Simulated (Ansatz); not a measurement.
# C₃H₉F₂NSeZr: taking an electron away

An exercise on one series of results from a longer session: the logs are not shown, and one member is left open.

Method: unrestricted cation, the program's frozen cores in correlated methods; program: Ansatz 0.2.0, Gaussian basis.

Levels to be run: UKS PBE-D4/def2-TZVPP; UKS r2SCAN-D4/def2-TZVPP; UKS PBE0-D4/def2-TZVPP; UKS B3LYP-D4/def2-TZVPP; UKS wB97X-V/def2-TZVPP; UKS wB97M-V/def2-TZVPP; UKS B2PLYP/def2-TZVPP; UHF-CCSD(T)/def2-TZVPP; UHF-MP2/def2-QZVPP; extrapolation to the limit; then −ε(HOMO) from the neutral's earlier runs with LDA (SPW92), PBE-D4, revPBE-D4, BLYP-D4, r2SCAN-D4, B97M-V, PBE0-D4, B3LYP-D4, r2SCANh-D4, r2SCAN0-D4, HSE06-D4, BHLYP-D4, CAM-B3LYP-D4, LC-ωPBE, ωB97X-V, ωB97M-V.

### Structure used throughout

An earlier PBE0-D4 in a triple-zeta def2 set relaxation fixed the geometry. Zr takes the def2 core potential; no spin-orbit term is included.

SMILES `C[Se][Zr]([F])([F])[N](C)C`, 17 atoms, charge 0, spin multiplicity 1.

Atoms are counted from 1 here; the program's logs count them from 0.

Bond lengths: C1–Se2 1.966 Å, C1–H9 1.089 Å, C1–H10 1.087 Å, C1–H11 1.088 Å, Se2–Zr3 2.591 Å, Zr3–F4 1.910 Å, Zr3–F5 1.912 Å, Zr3–N6 1.998 Å, N6–C7 1.444 Å, N6–C8 1.446 Å, C7–H12 1.098 Å, C7–H13 1.093 Å, C7–H14 1.098 Å, C8–H15 1.094 Å, C8–H16 1.098 Å, C8–H17 1.098 Å. Angles: Se2–C1–H9 106.7°, Se2–C1–H10 110.1°, Se2–C1–H11 110.4°, H9–C1–H10 109.8°, H9–C1–H11 109.3°, H10–C1–H11 110.5°, C1–Se2–Zr3 101.4°, Se2–Zr3–F4 108.2°, Se2–Zr3–F5 110.5°, Se2–Zr3–N6 103.6°, F4–Zr3–F5 115.5°, F4–Zr3–N6 110.9°, F5–Zr3–N6 107.4°, Zr3–N6–C7 124.5°, Zr3–N6–C8 121.9°, C7–N6–C8 113.6°, N6–C7–H12 111.3°, N6–C7–H13 110.9° and more.

As a file:

```mol
C3H9F2NSeZr
  3D, bonds by distance, orders not assigned

 17 16  0  0  0  0  0  0  0  0999 V2000
    0.3563    2.1456   -1.4304 C   0  0
   -0.6697    2.7561    0.1310 Se  0  0
   -0.4755    0.7055    1.7027 Zr  0  0
   -2.1525    0.4688    2.5866 F   0  0
    1.0422    0.8849    2.8516 F   0  0
   -0.1054   -0.8110    0.4553 N   0  0
    1.2157   -1.2685    0.0923 C   0  0
   -1.1701   -1.5608   -0.1724 C   0  0
    0.3035    2.9417   -2.1710 H   0  0
   -0.0841    1.2373   -1.8340 H   0  0
    1.3960    1.9759   -1.1586 H   0  0
    1.3612   -2.3222    0.3636 H   0  0
    1.9848   -0.6847    0.6055 H   0  0
    1.3857   -1.1742   -0.9882 H   0  0
   -2.1497   -1.1840    0.1370 H   0  0
   -1.1224   -2.6243    0.0952 H   0  0
   -1.1162   -1.4859   -1.2663 H   0  0
  1  2  8  0
  2  3  8  0
  3  4  8  0
  3  5  8  0
  3  6  8  0
  6  7  8  0
  6  8  8  0
  1  9  8  0
  1 10  8  0
  1 11  8  0
  7 12  8  0
  7 13  8  0
  7 14  8  0
  8 15  8  0
  8 16  8  0
  8 17  8  0
M  END
```

The first run:

The input, in.yaml:

```yaml
crystal:
  periodic: [false, false, false]
  atoms:
    - {symbol: C, position_ang: [0.356326, 2.145634, -1.430360]}
    - {symbol: Se, position_ang: [-0.669725, 2.756096, 0.130993]}
    - {symbol: Zr, position_ang: [-0.475524, 0.705455, 1.702658]}
    - {symbol: F, position_ang: [-2.152452, 0.468793, 2.586587]}
    - {symbol: F, position_ang: [1.042189, 0.884872, 2.851636]}
    - {symbol: N, position_ang: [-0.105384, -0.811006, 0.455345]}
    - {symbol: C, position_ang: [1.215716, -1.268499, 0.092344]}
    - {symbol: C, position_ang: [-1.170092, -1.560770, -0.172366]}
    - {symbol: H, position_ang: [0.303530, 2.941673, -2.170983]}
    - {symbol: H, position_ang: [-0.084051, 1.237293, -1.833957]}
    - {symbol: H, position_ang: [1.395953, 1.975855, -1.158630]}
    - {symbol: H, position_ang: [1.361216, -2.322243, 0.363604]}
    - {symbol: H, position_ang: [1.984836, -0.684706, 0.605501]}
    - {symbol: H, position_ang: [1.385735, -1.174249, -0.988235]}
    - {symbol: H, position_ang: [-2.149700, -1.184046, 0.137013]}
    - {symbol: H, position_ang: [-1.122409, -2.624271, 0.095202]}
    - {symbol: H, position_ang: [-1.116154, -1.485878, -1.266343]}
basis:
  gaussian: {orbitals: def2-TZVPP}
total_charge: 1
magnetization: {spin_polarized: true, initial_magnetization: 1}
hamiltonian: {xc: pbe, dispersion: d4}
```

Started as:

```console
ansatz run in.yaml --threads 4 --pin off --events-out ev --progress --plain --max-ram 46080MiB --backend cuda --devices 0, --max-vram 37GiB
```

Steps of the session up to this table: Cation, UKS PBE-D4/def2-TZVPP; Cation, UKS r2SCAN-D4/def2-TZVPP; Cation, UKS PBE0-D4/def2-TZVPP; Cation, UKS B3LYP-D4/def2-TZVPP; Cation, UKS wB97X-V/def2-TZVPP; Cation, UKS wB97M-V/def2-TZVPP; Cation, UKS B2PLYP (frozen core)/def2-TZVPP; Cation, UHF-CCSD(T)/def2-TZVPP; Cation, UHF-MP2/def2-QZVPP.

One of the session's tables, all rows but one given; the rest of the session is left out.

It belongs to the step «Ionisation energies side by side». Orbital estimates, from the neutral's runs:

```
  functional  −ε(HOMO) (eV)
 LDA (SPW92)           5.56
      PBE-D4           5.40
   revPBE-D4           5.34
     BLYP-D4           5.25
   r2SCAN-D4           5.65
      B97M-V           5.73
     PBE0-D4           6.52
    B3LYP-D4           6.30
  r2SCANh-D4           6.07
  r2SCAN0-D4           6.69
    HSE06-D4           6.12
    BHLYP-D4           7.49
CAM-B3LYP-D4           7.76
     LC-ωPBE           9.05
     ωB97X-V              ?
     ωB97M-V           8.62
```

Q: Estimate the row for ωB97X-V from the others.

As computed: −ε(HOMO) (eV): 8.74. In the column «−ε(HOMO) (eV)» it lies between ωB97M-V (8.62) and LC-ωPBE (9.05).
